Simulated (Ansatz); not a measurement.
# F3Rb3: the cost of one run

The runs use Ansatz 0.2.0, Gaussian basis; the settings change from run to run.

1 further run of the same task is left out (set aside as unsound or not needed). Runs told in other sessions of the task aren't counted.

## (1) The molecule

The geometry comes from an earlier relaxation with PBE0-D4/def2-SVP; it is a stationary point. Rb takes a core potential in def2 sets; no spin-orbit term is included.

6 atoms, charge 0, spin multiplicity 1.

Atoms are counted from 1 here; the program's logs count them from 0.

Bond lengths: Rb1–F5 2.438 Å, Rb1–F6 2.527 Å, Rb2–F4 2.571 Å, Rb2–F5 2.572 Å, Rb2–F6 2.783 Å, Rb3–F4 2.438 Å, Rb3–F6 2.528 Å. Angles: F5–Rb1–F6 88.0°, F4–Rb2–F5 157.0°, F4–Rb2–F6 79.9°, F5–Rb2–F6 80.1°, F4–Rb3–F6 87.8°, Rb2–F4–Rb3 99.9°, Rb1–F5–Rb2 99.7°, Rb1–F6–Rb2 92.2°, Rb1–F6–Rb3 169.7°, Rb2–F6–Rb3 92.4°.

## (2) wPBEh/def2-TZVP

This run has charge -1, multiplicity 2, the search for lower states set to light.

Contents of in.yaml:

```yaml
crystal:
  periodic: [false, false, false]
  atoms:
    - {symbol: Rb, position_ang: [1.578260, 2.348608, -0.199913]}
    - {symbol: Rb, position_ang: [0.760029, -1.370139, 0.209250]}
    - {symbol: Rb, position_ang: [-2.822664, -0.095651, -0.297405]}
    - {symbol: F, position_ang: [-1.682168, -2.170604, 0.282779]}
    - {symbol: F, position_ang: [2.715513, 0.285357, 0.429173]}
    - {symbol: F, position_ang: [-0.548970, 1.002429, -0.423874]}
basis:
  gaussian: {orbitals: def2-TZVP}
total_charge: -1
magnetization: {spin_polarized: true, initial_magnetization: 1}
hamiltonian: {xc: {name: wPBEh}}
scf: {lower_state_search: light}
```

The run is started by

```console
> ansatz run in.yaml --threads 4 --pin off --events-out ev --progress --plain --max-ram 3916MiB
```

What time and memory should one allow on 4 threads of Arm Neoverse V1, shared host?

About 33 s, with a peak of 1.1 GiB.
